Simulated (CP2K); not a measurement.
Runs of CP2K 2026.2 on Ir. The cell holds a slab with vacuum, 6 atoms: a = 2.715 Å, b = 2.715 Å, c = 24.599 Å, α = 90.00°, β = 90.00°, γ = 90.00°. The slab is cut from a database's or a generator's crystal, which needn't be the stable form of the element.

```tsv
level	D3 from the s-dftd3 library (D3_REFERENCE_CODE)	cutoff radius of the dispersion sum (A)	gap on the mesh (eV)	largest force (eV/Å)	work function (eV)
RPBE+D3(BJ)	yes	20	none	(b)	5.43
RPBE+D3(BJ)+ATM	yes	20	none	2.24	5.43
RPBE+D4	-	20	none	1.10	5.43
RPBE	-	-	none	(a)	5.43
RPBE+D3	yes	20	none	0.83	5.43
```

Alike in all rows: task single point; potentials or basis POTENTIAL_UZH Ir GTH-PBE-q17; DZVP-MOLOPT-PBE-GTH basis; no spin polarisation; cell as given; k mesh 8 × 8 × 1; smearing fermi-dirac 0.05 eV.

**Question.** Fill in the values left out.

**Answer.** (a) 0.89; (b) 2.26.

Caveats: the potentials were made for another functional, which shifts forces and pressure; the basis of atomic orbitals isn't converged, which shifts pressures, moduli and gaps.

A k mesh can miss the band edges, and the runs leave out spin-orbit coupling on Ir.

A gap of «none» marks a metal or a gap under the smearing width.
